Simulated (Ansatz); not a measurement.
A run of Ansatz 0.2.0 is set up as follows.

The input input.yaml:

```yaml
crystal:
  lattice:
    - [3.7029743866, 0.0, 0.0]
    - [-1.8514871933, 3.2068698884, 0.0]
    - [0.0, 0.0, 3.694211]
  atoms:
    - { symbol: Te, position: [0.6666666667, 0.3333333333, 0.0] }
    - { symbol: Nb, position: [0.0, 0.0, 0.5] }
kpoints:
  mp_grid: { grid: [8, 8, 7] }
scf:
  occupations: { method: tetrahedron }
hamiltonian:
  xc: lda
  pseudopotentials: { kind: all_electron, lapw: { basis_error: 0.001 } }
  hubbard:
    sites: [{ species: Nb, l: d, u_eff: 5.0 }]
    double_counting: fll
    projectors: ortho-atomic
output:
  forces: true
  stress: true
  eigenvalues: true
  dos: { projected: false, de: 0.2, e_range: [-10, 6] }
  hubbard: {}
```

Potentials or basis: all-electron LAPW, scalar-relativistic.

Command:

```sh
$ ansatz run input.yaml --threads 1 --pin off --max-ram 3072MiB --backend cpu --events-out ev --progress --plain --runs-dir out
```

Estimate the pressure.

-6.4 GPa.

Estimate the band gap on the k mesh.

none (metal or under the smearing width).

States per cell in windows of 0.5 eV (zero at the Fermi level; states under -8 eV left out):
| from (eV) | total |
| --- | --- |
| -8.0 | 0.00 |
| -7.5 | 0.04 |
| -7.0 | 0.39 |
| -6.5 | 0.94 |
| -6.0 | 0.58 |
| -5.5 | 0.59 |
| -5.0 | 0.62 |
| -4.5 | 0.96 |
| -4.0 | 0.97 |
| -3.5 | 0.72 |
| -3.0 | 0.19 |
| -2.5 | 0.08 |
| -2.0 | 1.06 |
| -1.5 | 0.83 |
| -1.0 | 0.22 |
| -0.5 | 0.78 |
| 0.0 | 0.64 |
| 0.5 | 1.22 |
| 1.0 | 1.65 |
| 1.5 | 1.41 |
| 2.0 | 0.67 |
| 2.5 | 0.90 |
| 3.0 | 0.44 |
| 3.5 | 0.35 |
| 4.0 | 0.41 |
| 4.5 | 0.55 |
| 5.0 | 0.70 |
| 5.5 | 0.58 |

Caveat: the program warned that the printed levels may be off, so bands, gaps and densities of states are rough; U without spin polarisation on a metal has little footing; the U is typed as a test and isn't derived for this compound; with tetrahedron occupations forces and stress needn't match the slope of the energy. The run has no spin-orbit coupling, so splittings on Te are missing.
